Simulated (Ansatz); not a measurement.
# H3IOSi: small, medium and large basis sets

One table from this session's results is given with a row withheld; the runs are named, their logs left out.

Computed with Ansatz 0.2.0, Gaussian basis. Level: one geometry, several basis sets.

The runs, in order: PBE0-D4/def2-SVP; ωB97M-V/def2-SVP; PBE0-D4/def2-QZVPP; ωB97M-V/def2-QZVPP; the functionals' def2-TZVPP values are taken from earlier runs.

1 further run of the same task is left out (for a known fault of the program).

## The relaxed structure

An earlier PBE0-D4 in a triple-zeta def2 set relaxation fixed the geometry. I takes the def2 core potential; no spin-orbit term is included.

SMILES `O[SiH2]I`, 6 atoms, charge 0, spin multiplicity 1.

Atoms are counted from 1 here; the program's logs count them from 0.

Bond lengths: O1–Si2 1.635 Å, O1–H4 0.959 Å, Si2–I3 2.446 Å, Si2–H5 1.482 Å, Si2–H6 1.475 Å. Angles: Si2–O1–H4 118.3°, O1–Si2–I3 111.4°, O1–Si2–H5 112.4°, O1–Si2–H6 106.3°, I3–Si2–H5 105.7°, I3–Si2–H6 108.7°, H5–Si2–H6 112.2°.

As a file:

```xyz
6
H3IOSi
O    -1.28607   -0.39058    0.09984
Si    0.22720    0.20947    0.25109
I     1.84028   -1.09697   -1.04308
H    -1.65049   -0.48988   -0.78147
H     0.33745    1.59818   -0.25361
H     0.57373    0.10579    1.68123
```

The first run:

The input, in.yaml:

```yaml
crystal:
  periodic: [false, false, false]
  atoms:
    - {symbol: O, position_ang: [-1.286067, -0.390582, 0.099844]}
    - {symbol: Si, position_ang: [0.227199, 0.209466, 0.251085]}
    - {symbol: I, position_ang: [1.840275, -1.096969, -1.043077]}
    - {symbol: H, position_ang: [-1.650487, -0.489881, -0.781466]}
    - {symbol: H, position_ang: [0.337452, 1.598179, -0.253614]}
    - {symbol: H, position_ang: [0.573727, 0.105787, 1.681228]}
basis:
  gaussian: {orbitals: def2-SVP}
hamiltonian: {xc: pbe0, dispersion: d4}
output: {orbitals: {seedname: orbitals}}
```

Run with:

```sh
ansatz run in.yaml --threads 2 --pin off --events-out ev --progress --plain --max-ram 4352MiB
```

Steps of the session up to this table: PBE0-D4 in def2-SVP; ωB97M-V in def2-SVP; PBE0-D4 in def2-QZVPP; ωB97M-V in def2-QZVPP.

One of the session's tables, all rows but one given; the rest of the session is left out.

It belongs to the step «Density functionals: the series». 

```
functional       basis  HOMO (eV)  LUMO (eV)
   PBE0-D4    def2-SVP      -7.61      -0.06
   PBE0-D4  def2-TZVPP      -7.69      -0.29
   PBE0-D4  def2-QZVPP      -7.71      -0.42
   ωB97M-V    def2-SVP      -9.70       1.93
   ωB97M-V  def2-TZVPP      -9.82       1.50
   ωB97M-V  def2-QZVPP          ?          ?
```

Estimate the missing values for ωB97M-V, def2-QZVPP.

The run gave: HOMO (eV): -9.84; LUMO (eV): 1.11. In the column «HOMO (eV)» it is the lowest.
